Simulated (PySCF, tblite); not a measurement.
# C₉H₅FOS: excited states

Aim: compute the excited states of C₉H₅FOS (`Fc1cc2ccccc2oc1=S`).

Programs: tblite 0.8.0 and PySCF 2.14.0, with routines of our own; each step states its level. All values are computed. Atoms count from 0.

1 further run of the same task is left out (for a known fault of the program).

## 1. The starting structure

17 atoms, charge 0, multiplicity 1; geometry from: force field or distance geometry start.

## 2. Relaxing the molecule with GFN2-xTB

The job: settings as JSON, then the geometry in Å.

```
{"job": {"kind": "relax", "xc": "GFN2-xTB", "basis": "xTB"}, "charge": 0, "multiplicity": 1}
F      3.647600     1.104900    -0.373800
C      2.408800     0.528200    -0.176000
C      1.255200     1.202400    -0.445600
C      0.054100     0.551400    -0.220100
C     -1.173500     1.123400    -0.448600
C     -2.379700     0.498600    -0.235500
C     -2.328400    -0.783400     0.261900
C     -1.133000    -1.427200     0.538800
C      0.038800    -0.753500     0.290300
O      1.177200    -1.340700     0.540000
C      2.350800    -0.782500     0.336100
S      3.765000    -1.533300     0.652200
H      1.213400     2.212400    -0.828500
H     -1.182000     2.125400    -0.846600
H     -3.318100     1.009500    -0.439900
H     -3.295900    -1.273600     0.451700
H     -1.107300    -2.449900     0.933600
```

Launch:

```bash
> OMP_NUM_THREADS=1 python excited_run.py task.json out
```

One launch serves the whole session: the jobs run in the order shown.

Output:

```text
step      E/eV     max force
  0    -920.66273    2.498
  1    -920.91237    0.932
  2    -920.96807    0.634
  3    -920.99964    0.292
  4    -921.01409    0.228
  5    -921.02001    0.198
  6    -921.02553    0.197
  7    -921.03100    0.218
  8    -921.03513    0.147
  9    -921.03774    0.136
 10    -921.03924    0.107
 11    -921.04016    0.085
 12    -921.04079    0.062
 13    -921.04134    0.076
 14    -921.04191    0.093
 15    -921.04247    0.071
 16    -921.04293    0.045
 17    -921.04320    0.030
 18    -921.04331    0.021
 19    -921.04335    0.012
 20    -921.04338    0.016
 21    -921.04340    0.015
 22    -921.04342    0.010
 23    -921.04342    0.005
```

It took 0.18 s on 1 thread of Arm Neoverse V2, shared host.

The steps of the relaxation:

| step | energy from step 0 (eV) | largest force (eV/Å) |
| --- | --- | --- |
| 0 | 0.0000 | 2.4984 |
| 1 | -0.2496 | 0.9315 |
| 2 | -0.3053 | 0.6337 |
| 3 | -0.3369 | 0.2917 |
| 4 | -0.3514 | 0.2280 |
| 5 | -0.3573 | 0.1977 |
| 6 | -0.3628 | 0.1971 |
| 7 | -0.3683 | 0.2181 |
| 8 | -0.3724 | 0.1473 |
| 9 | -0.3750 | 0.1362 |
| 10 | -0.3765 | 0.1069 |
| 11 | -0.3774 | 0.0852 |
| 12 | -0.3781 | 0.0620 |
| 13 | -0.3786 | 0.0765 |
| 14 | -0.3792 | 0.0929 |
| 15 | -0.3797 | 0.0711 |
| 16 | -0.3802 | 0.0447 |
| 17 | -0.3805 | 0.0302 |
| 18 | -0.3806 | 0.0206 |
| 19 | -0.3806 | 0.0121 |
| 20 | -0.3806 | 0.0161 |
| 21 | -0.3807 | 0.0151 |
| 22 | -0.3807 | 0.0101 |
| 23 | -0.3807 | 0.0046 |

Close pairs (by a distance rule), those that changed most:

| bond | before (Å) | after (Å) | change (Å) |
| --- | --- | --- | --- |
| C8–O9 | 1.305 | 1.355 | +0.050 |
| C2–C3 | 1.385 | 1.432 | +0.048 |
| F0–C1 | 1.381 | 1.336 | -0.045 |
| O9–C10 | 1.315 | 1.350 | +0.035 |
| C1–C10 | 1.408 | 1.440 | +0.032 |
| C3–C4 | 1.373 | 1.398 | +0.024 |
| C6–H15 | 1.101 | 1.079 | -0.022 |
| C7–H16 | 1.097 | 1.078 | -0.019 |

The end geometry stands in the next job.

## 3. Infrared spectrum with GFN2-xTB

The job: settings as JSON, then the geometry in Å.

```
{"job": {"kind": "ir", "xc": "GFN2-xTB", "basis": "xTB"}, "charge": 0, "multiplicity": 1}
F      3.602674     1.121494    -0.380402
C      2.412418     0.550670    -0.177415
C      1.274748     1.224457    -0.455081
C      0.017939     0.577728    -0.224141
C     -1.218094     1.179656    -0.476653
C     -2.388002     0.496130    -0.228942
C     -2.349804    -0.800652     0.275517
C     -1.143133    -1.418408     0.532932
C      0.043009    -0.733243     0.284301
O      1.207854    -1.373163     0.549361
C      2.409155    -0.792415     0.342348
S      3.757481    -1.651365     0.695433
H      1.306262     2.230482    -0.843309
H     -1.238145     2.185397    -0.867673
H     -3.338584     0.966499    -0.426349
H     -3.270671    -1.329183     0.467390
H     -1.092108    -2.422054     0.922774
```

Output:

```text
mode    cm-1     km/mol
  1      68.8      0.54
  2     103.3      0.40
  3     191.3      0.76
  4     219.2      0.22
  5     267.4      1.33
  6     301.4      2.10
  7     356.9      7.56
  8     362.9      0.04
  9     419.1      1.42
 10     442.8      3.49
 11     517.6      6.66
 12     517.7      1.29
 13     569.8      5.75
 14     621.8      0.58
 15     628.7      3.15
 16     697.8      3.65
 17     710.9      2.88
 18     776.3     25.98
 19     833.6      5.23
 20     855.5     35.19
 21     867.4      1.83
 22     877.9      0.03
 23     913.1      1.94
 24     927.2      0.04
 25    1075.8      0.57
 26    1101.9     97.96
 27    1125.9     20.81
 28    1146.5     22.34
 29    1172.6      0.25
 30    1175.0    157.83
 31    1215.8     35.28
 32    1239.3      0.54
 33    1280.2    192.29
 34    1341.8     26.70
 35    1346.1     47.52
 36    1424.9     10.52
 37    1463.5      6.91
 38    1547.4     14.50
 39    1580.5     23.49
 40    1599.5     36.92
 41    3092.6      1.67
 42    3097.8     11.29
 43    3104.1      8.57
 44    3107.7     32.63
 45    3117.9      6.32
```

Wall time 0.69 s (1 thread of Arm Neoverse V2, shared host).

The strongest bands and the atoms that carry them (share of the mass-weighted mode):

| cm⁻¹ | km/mol | atoms |
| --- | --- | --- |
| 856 | 35.2 | H12 67 %, C2 21 % |
| 1102 | 98.0 | C10 33 %, C1 17 %, F0 13 %, O9 13 % |
| 1175 | 157.8 | C10 56 % |
| 1216 | 35.3 | C8 37 %, O9 18 %, H15 14 % |
| 1280 | 192.3 | C1 26 %, C3 22 %, C10 12 %, H14 11 % |
| 1346 | 47.5 | C7 18 %, C8 17 %, C5 17 %, C6 15 % |
| 1600 | 36.9 | C1 25 %, C2 22 %, C5 14 %, C4 13 % |
| 3108 | 32.6 | H14 54 %, H15 16 %, H13 14 % |

## 4. Excited states: TDA B3LYP/def2-SVP

The job, as its differences from that of step 3:

```diff
@@ -1,2 +1,2 @@
-{"job": {"kind": "ir", "xc": "GFN2-xTB", "basis": "xTB"}, "charge": 0, "multiplicity": 1}
+{"job": {"kind": "states", "xc": "B3LYP", "basis": "def2-SVP", "tda": true, "soc": true, "nstates": 6, "ntriplets": 6, "nquad": 4}, "charge": 0, "multiplicity": 1}
 F      3.602674     1.121494    -0.380402
```

Method: TDA B3LYP/def2-SVP excited states, vertical, gas phase, spin-orbit mean-field couplings.

Output:

```text
coarse grid: 16672 points
cycle   1  E = -918.4418232586  dE =  2.401e+00  |g| = 7.778e-01  |ddm| = 5.897e+00
cycle   2  E = -918.0731371726  dE =  3.687e-01  |g| = 1.460e+00  |ddm| = 2.679e+00
cycle   3  E = -918.5558162168  dE = -4.827e-01  |g| = 2.941e-01  |ddm| = 2.109e+00
cycle   4  E = -918.5759338629  dE = -2.012e-02  |g| = 1.185e-01  |ddm| = 5.243e-01
cycle   5  E = -918.5791776659  dE = -3.244e-03  |g| = 3.362e-02  |ddm| = 1.663e-01
cycle   6  E = -918.5794456973  dE = -2.680e-04  |g| = 9.010e-03  |ddm| = 5.054e-02
cycle   7  E = -918.5794628950  dE = -1.720e-05  |g| = 2.694e-03  |ddm| = 1.224e-02
cycle   8  E = -918.5794645678  dE = -1.673e-06  |g| = 7.705e-04  |ddm| = 3.967e-03
final grid: 162296 points
cycle   9  E = -918.7132411344  dE = -4.311e-05  |g| = 6.166e-03  |ddm| = 4.905e-02
cycle  10  E = -918.7132257570  dE =  1.538e-05  |g| = 1.008e-02  |ddm| = 2.009e-02
cycle  11  E = -918.7132494783  dE = -2.372e-05  |g| = 1.511e-03  |ddm| = 1.369e-02
cycle  12  E = -918.7132501396  dE = -6.613e-07  |g| = 4.740e-04  |ddm| = 2.546e-03
cycle  13  E = -918.7132501901  dE = -5.044e-08  |g| = 1.503e-04  |ddm| = 7.127e-04
cycle  14  E = -918.7132501941  dE = -4.061e-09  |g| = 7.363e-05  |ddm| = 2.604e-04
cycle  15  E = -918.7132501954  dE = -1.299e-09  |g| = 1.885e-05  |ddm| = 1.018e-04
cycle  16  E = -918.7132501955  dE = -9.709e-11  |g| = 6.107e-06  |ddm| = 3.042e-05
converged SCF energy = -918.7132501955

Singlet excitations
state   eV       nm        f     d(h-e)  d(exc)  Lambda  PR(NTO)  |dmu|/D   mu/D   main configurations
  1   2.4091   514.6   0.00001   2.123   3.472   0.395   1.001    3.858    1.677   H->L 0.98
  2   3.9166   316.6   0.38464   1.047   3.896   0.780   1.137    1.517    4.202   H-1->L 0.81
  3   4.1874   296.1   0.00001   3.665   4.644   0.253   1.000    6.915    1.605   H->L+1 0.95
  4   4.3286   286.4   0.02246   1.871   4.120   0.674   1.377    4.157    9.365   H-2->L 0.79, H-1->L+1 0.11
  5   4.7120   263.1   0.00002   4.772   5.352   0.177   1.000                     H->L+2 0.96
  6   4.8280   256.8   0.18618   0.371   4.189   0.736   1.806                     H-1->L+1 0.54, H-3->L 0.23, H-2->L 0.09

Triplet excitations (Tamm-Dancoff)
state   eV     d(h-e)  d(exc)  Lambda  PR(NTO)   main configurations
  1   2.0611   1.969   3.343   0.391   1.002   H->L 0.95
  2   2.1261   0.518   3.382   0.802   1.033   H-1->L 0.96
  3   3.4145   0.580   3.381   0.691   1.623   H-2->L 0.66, H-1->L+1 0.19
  4   3.8030   0.273   3.706   0.723   1.726   H-1->L+1 0.61, H-2->L 0.26, H-3->L 0.08
  5   4.1125   3.693   4.649   0.256   1.001   H->L+1 0.92
  6   4.2459   0.975   3.511   0.697   1.559   H-1->L+2 0.50, H-3->L 0.26
S1 - T1 = 0.3481 eV

Spin-orbit couplings |<S|Hso|T>| (cm-1)
             T1       T2       T3       T4       T5       T6
S0      137.335    0.249    0.029    0.140   49.621    0.246
S1        0.383  120.923   34.376   14.021    0.896   31.379
S2       96.542    0.122    0.024    0.053   57.393    0.057
S3        0.717    1.353   44.466   81.810    0.377    6.718
S4        3.890    0.014    0.010    0.023   31.707    0.006
S5        0.211    2.759    2.678    3.260    0.221   75.755
S6        1.466    0.053    0.017    0.040   92.574    0.060
T1 sublevels (cm-1): 0.000 0.002 27.368   radiative rates (1/s): 8.4e-05 11.9 1.55e+04
```

Run time: 56 s. Hardware: 1 thread of Arm Neoverse V2, shared host; peak memory 0.93 GiB.

From this job:

| quantity | value |
| --- | --- |
| S1 less T1 | 0.35 eV |

The fields below are evaluated on a grid from the run's orbitals.

Frontier orbitals at B3LYP/def2-SVP, with the share of their density that lies nearest to each atom:

| orbital | energy (eV) | lies on |
| --- | --- | --- |
| HOMO | -6.05 | S11 87 % |
| LUMO | -2.56 | S11 21 %; C2, C10 about 17 % each; C1 10 % |

ELF in a plane through or near 17 of the atoms.

Values, 10 rows by 14 columns:
```
0.00 0.00 0.00 0.00 0.00 0.00 0.00 0.00 0.00 0.00 0.00 0.00 0.00 0.00
0.00 0.00 0.00 0.00 0.00 0.00 0.00 0.00 0.01 0.00 0.00 0.00 0.00 0.00
0.00 0.00 0.00 0.00 0.20 0.99 0.57 0.20 1.00 0.52 0.00 0.00 0.00 0.00
0.00 0.00 0.28 0.73 0.03 0.95 0.58 0.19 0.97 0.21 0.67 0.95 0.01 0.00
0.00 0.01 0.74 0.44 0.19 0.81 0.90 0.34 0.45 0.21 0.93 0.95 0.04 0.00
0.00 0.01 0.03 0.04 0.93 0.29 0.55 0.84 0.05 0.77 0.61 0.03 0.00 0.00
0.00 0.65 0.95 0.26 0.53 0.82 0.79 0.74 0.69 0.77 0.98 0.99 0.11 0.00
0.00 0.27 0.82 0.26 0.47 0.46 0.69 0.12 1.00 0.40 0.14 0.57 0.00 0.00
0.00 0.01 0.38 0.79 0.55 0.00 0.00 0.17 0.95 0.27 0.00 0.00 0.00 0.00
0.00 0.00 0.00 0.00 0.00 0.00 0.00 0.00 0.00 0.00 0.00 0.00 0.00 0.00
```
The map spans 12.6 Å across and 10.3 Å up, centred on the molecule. Atoms in the plane (x, y in Å): F0 (-3.6, 1.0), C1 (-2.4, 0.5), C2 (-1.3, 1.3), C3 (0.0, 0.6), C4 (1.2, 1.3), C5 (2.4, 0.6), C6 (2.4, -0.8), C7 (1.2, -1.5), C8 (0.0, -0.8), O9 (-1.2, -1.5), C10 (-2.4, -1.0), S11 (-3.7, -1.9), H12 (-1.4, 2.3), H13 (1.2, 2.4), H14 (3.3, 1.2), H15 (3.3, -1.3), H16 (1.2, -2.6).

On the surface of density 0.002 e/bohr³ the electrostatic potential runs, from the 1st to the 99th percentile, from -1.37 V near S11 to 1.37 V near H12.

## 5. Excited states: TDA HSE06/def2-SVP

The job, as its differences from that of step 4:

```diff
@@ -1,2 +1,2 @@
-{"job": {"kind": "states", "xc": "B3LYP", "basis": "def2-SVP", "tda": true, "soc": true, "nstates": 6, "ntriplets": 6, "nquad": 4}, "charge": 0, "multiplicity": 1}
+{"job": {"kind": "states", "xc": "HSE06", "basis": "def2-SVP", "tda": true, "soc": true, "nstates": 6, "ntriplets": 6, "nquad": 4}, "charge": 0, "multiplicity": 1}
 F      3.602674     1.121494    -0.380402
```

Level: TDA HSE06/def2-SVP excited states, vertical, gas phase, spin-orbit mean-field couplings.

Output:

```text
coarse grid: 16672 points
cycle   1  E = -917.8086923106  dE =  2.412e+00  |g| = 7.261e-01  |ddm| = 5.641e+00
cycle   2  E = -917.4357032143  dE =  3.730e-01  |g| = 1.406e+00  |ddm| = 2.581e+00
cycle   3  E = -917.9023167681  dE = -4.666e-01  |g| = 3.143e-01  |ddm| = 2.193e+00
cycle   4  E = -917.9267912323  dE = -2.447e-02  |g| = 1.136e-01  |ddm| = 5.690e-01
cycle   5  E = -917.9297576769  dE = -2.966e-03  |g| = 3.633e-02  |ddm| = 1.682e-01
cycle   6  E = -917.9300890618  dE = -3.314e-04  |g| = 1.084e-02  |ddm| = 5.820e-02
cycle   7  E = -917.9301162475  dE = -2.719e-05  |g| = 3.035e-03  |ddm| = 1.501e-02
cycle   8  E = -917.9301174704  dE = -1.223e-06  |g| = 1.101e-03  |ddm| = 4.676e-03
final grid: 162296 points
cycle   9  E = -918.0495931186  dE = -3.484e-05  |g| = 9.717e-03  |ddm| = 4.544e-02
cycle  10  E = -918.0495402554  dE =  5.286e-05  |g| = 1.730e-02  |ddm| = 3.179e-02
cycle  11  E = -918.0496078380  dE = -6.758e-05  |g| = 2.895e-03  |ddm| = 2.435e-02
cycle  12  E = -918.0496105379  dE = -2.700e-06  |g| = 4.175e-04  |ddm| = 4.483e-03
cycle  13  E = -918.0496105617  dE = -2.381e-08  |g| = 2.773e-04  |ddm| = 8.614e-04
cycle  14  E = -918.0496105799  dE = -1.812e-08  |g| = 6.986e-05  |ddm| = 3.858e-04
cycle  15  E = -918.0496105810  dE = -1.164e-09  |g| = 2.575e-05  |ddm| = 1.168e-04
cycle  16  E = -918.0496105812  dE = -1.776e-10  |g| = 7.223e-06  |ddm| = 3.775e-05
converged SCF energy = -918.0496105812

Singlet excitations
state   eV       nm        f     d(h-e)  d(exc)  Lambda  PR(NTO)  |dmu|/D   mu/D   main configurations
  1   2.4834   499.3   0.00001   2.094   3.456   0.396   1.001    3.905    1.761   H->L 0.98
  2   3.9773   311.7   0.41148   0.968   3.885   0.779   1.137    1.420    4.455   H-1->L 0.82
  3   4.3152   287.3   0.00001   3.693   4.668   0.255   1.001    7.036    1.586   H->L+1 0.95
  4   4.4008   281.7   0.02425   1.919   4.118   0.670   1.356    4.316    9.668   H-2->L 0.80, H-1->L+1 0.10
  5   4.8550   255.4   0.00002   4.775   5.357   0.174   1.000                     H->L+2 0.97
  6   4.9157   252.2   0.18450   0.429   4.206   0.739   1.800                     H-1->L+1 0.56, H-3->L 0.23, H-2->L 0.08

Triplet excitations (Tamm-Dancoff)
state   eV     d(h-e)  d(exc)  Lambda  PR(NTO)   main configurations
  1   2.1096   1.939   3.325   0.391   1.002   H->L 0.95
  2   2.1165   0.509   3.365   0.799   1.040   H-1->L 0.95
  3   3.3948   0.465   3.323   0.695   1.735   H-2->L 0.61, H-1->L+1 0.21
  4   3.8284   0.198   3.693   0.721   1.758   H-1->L+1 0.57, H-2->L 0.30, H-3->L 0.08
  5   4.2369   3.717   4.671   0.258   1.002   H->L+1 0.92
  6   4.2664   0.775   3.390   0.708   1.615   H-1->L+2 0.43, H-3->L 0.26, H-2->L+2 0.11
S1 - T1 = 0.3739 eV

Spin-orbit couplings |<S|Hso|T>| (cm-1)
             T1       T2       T3       T4       T5       T6
S0      136.606    1.779    0.031    0.138   47.340    0.277
S1        1.587  119.116   36.314   13.548    1.134   32.488
S2       95.297    1.218    0.023    0.054   55.186    0.080
S3        0.690    0.847   45.265   76.673    0.358    3.921
S4        3.170    0.044    0.012    0.022   29.914    0.026
S5        0.236    3.094    1.927    3.768    0.300   68.578
S6        1.263    0.059    0.016    0.028   93.383    0.165
T1 sublevels (cm-1): 0.000 0.001 95.219   radiative rates (1/s): 0.000156 8.18 1.58e+04
```

Run time: 78 s. Hardware: 1 thread of Arm Neoverse V2, shared host; peak memory 0.93 GiB.

Key values:

| quantity | value |
| --- | --- |
| S1 less T1 | 0.37 eV |

## 6. Excited states: TDA PBE0/def2-SVP

The job, as its differences from that of step 5:

```diff
@@ -1,2 +1,2 @@
-{"job": {"kind": "states", "xc": "HSE06", "basis": "def2-SVP", "tda": true, "soc": true, "nstates": 6, "ntriplets": 6, "nquad": 4}, "charge": 0, "multiplicity": 1}
+{"job": {"kind": "states", "xc": "PBE0", "basis": "def2-SVP", "tda": true, "soc": true, "nstates": 4, "ntriplets": 6, "nquad": 4, "scf": {"guess": "atom"}}, "charge": 0, "multiplicity": 1}
 F      3.602674     1.121494    -0.380402
```

Method: TDA PBE0/def2-SVP excited states, vertical, gas phase, spin-orbit mean-field couplings.

Output:

```text
final grid: 162296 points
cycle   1  E = -917.7036650315  dE =  4.207e+00  |g| = 1.003e+00  |ddm| = 6.164e+00
cycle   2  E = -917.5302321443  dE =  1.734e-01  |g| = 1.225e+00  |ddm| = 2.811e+00
cycle   3  E = -917.9596287046  dE = -4.294e-01  |g| = 2.849e-01  |ddm| = 1.963e+00
cycle   4  E = -917.9854596173  dE = -2.583e-02  |g| = 8.564e-02  |ddm| = 5.304e-01
cycle   5  E = -917.9868326116  dE = -1.373e-03  |g| = 4.357e-02  |ddm| = 1.407e-01
cycle   6  E = -917.9873173208  dE = -4.847e-04  |g| = 1.344e-02  |ddm| = 6.680e-02
cycle   7  E = -917.9873643401  dE = -4.702e-05  |g| = 4.871e-03  |ddm| = 2.511e-02
cycle   8  E = -917.9873704713  dE = -6.131e-06  |g| = 1.599e-03  |ddm| = 7.758e-03
cycle   9  E = -917.9873711729  dE = -7.016e-07  |g| = 3.871e-04  |ddm| = 2.401e-03
cycle  10  E = -917.9873712202  dE = -4.729e-08  |g| = 1.824e-04  |ddm| = 8.336e-04
cycle  11  E = -917.9873712270  dE = -6.833e-09  |g| = 6.066e-05  |ddm| = 2.295e-04
cycle  12  E = -917.9873712277  dE = -6.960e-10  |g| = 2.282e-05  |ddm| = 8.400e-05
converged SCF energy = -917.9873712277

Singlet excitations
state   eV       nm        f     d(h-e)  d(exc)  Lambda  PR(NTO)  |dmu|/D   mu/D   main configurations
  1   2.5161   492.8   0.00002   2.040   3.406   0.394   1.001    3.885    1.788   H->L 0.97
  2   4.0020   309.8   0.43076   0.895   3.847   0.779   1.139    1.323    4.593   H-1->L 0.83
  3   4.4339   279.6   0.00001   3.635   4.617   0.255   1.001    6.957    1.482   H->L+1 0.94
  4   4.4661   277.6   0.02450   1.856   4.085   0.671   1.373    4.270    9.634   H-2->L 0.80, H-1->L+1 0.11

Triplet excitations (Tamm-Dancoff)
state   eV     d(h-e)  d(exc)  Lambda  PR(NTO)   main configurations
  1   2.1195   0.499   3.344   0.797   1.042   H-1->L 0.94
  2   2.1371   1.897   3.284   0.389   1.002   H->L 0.94
  3   3.4162   0.403   3.284   0.698   1.786   H-2->L 0.59, H-1->L+1 0.22
  4   3.8646   0.192   3.661   0.720   1.759   H-1->L+1 0.55, H-2->L 0.31, H-3->L 0.09
  5   4.2969   0.698   3.317   0.714   1.611   H-1->L+2 0.39, H-3->L 0.26, H-2->L+2 0.13
  6   4.3564   3.658   4.620   0.258   1.002   H->L+1 0.90
S1 - T1 = 0.3966 eV

Spin-orbit couplings |<S|Hso|T>| (cm-1)
             T1       T2       T3       T4       T5       T6
S0        0.736  137.039    0.029    0.140    0.274   46.300
S1      118.751    0.763   37.695   14.004   33.410    1.395
S2        0.517   94.891    0.022    0.054    0.057   53.351
S3        0.359    0.700   45.690   73.928    3.814    0.342
S4        0.018    2.380    0.018    0.031    0.014   29.168
T1 sublevels (cm-1): 0.000 0.000 63.096   radiative rates (1/s): 0.000324 3.61 4.38
```

It took 47 s on 1 thread of Arm Neoverse V2, shared host; peak memory 0.94 GiB.

Key values:

| quantity | value |
| --- | --- |
| S1 less T1 | 0.40 eV |

[end of part 1 of 2]
